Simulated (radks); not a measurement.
# Lu⁴⁺ in [Kr] 4d10 4f13 5s1.5 5p6 5f0.5: an all-electron calculation

Aim: the levels, the sizes of the orbitals and the parts of the energy of the lutetium ion Lu4+.

The numbers are computed with radks (a radial shooting solver on a logarithmic mesh, Libxc functionals) version 1 (scalar-relativistic Kohn-Sham, PBE, spin-unpolarised, spherical densities, point nucleus), except any that are marked as measured or tabulated.

## Step 1: What is computed

```
element       : lutetium (Z = 71)
charge        : +4
electrons     : 67
configuration : [Kr] 4d10 4f13 5s1.5 5p6 5f0.5
```

## Step 2: Self-consistent calculation

Input:

```text
Z 71
configuration [Kr] 4d10 4f13 5s1.5 5p6 5f0.5
relativity scalar-relativistic
functional pbe,pbe
spin unpolarised
nucleus point
c 137.035999084
```

Run with:

```
$ python run_ks.py task.json out
```

All runs below come from this command, one after another.

What does the calculation give?

The runs gave:

```
                        quantity                value
                    total energy  -14558.4702 hartree
exchange-correlation share of it               2.05 %
                            −T/E               1.0929
          highest occupied level       5f, -17.977 eV
    most extended occupied level  5f, <r> = 3.50 bohr
 radius at density 0.001 e/bohr³            3.59 bohr
    maxima of the radial density                    4
```

**Reading.** The radial density shows 4 maxima for 5 occupied principal shells; where shells overlap, one shows as a shoulder or not at all. −T/E is 1.093: with relativity the kinetic term as defined here no longer equals −E. This is not the tabulated ground configuration, so its levels and sizes aren't those of the ground state, and no measured value stands beside it.
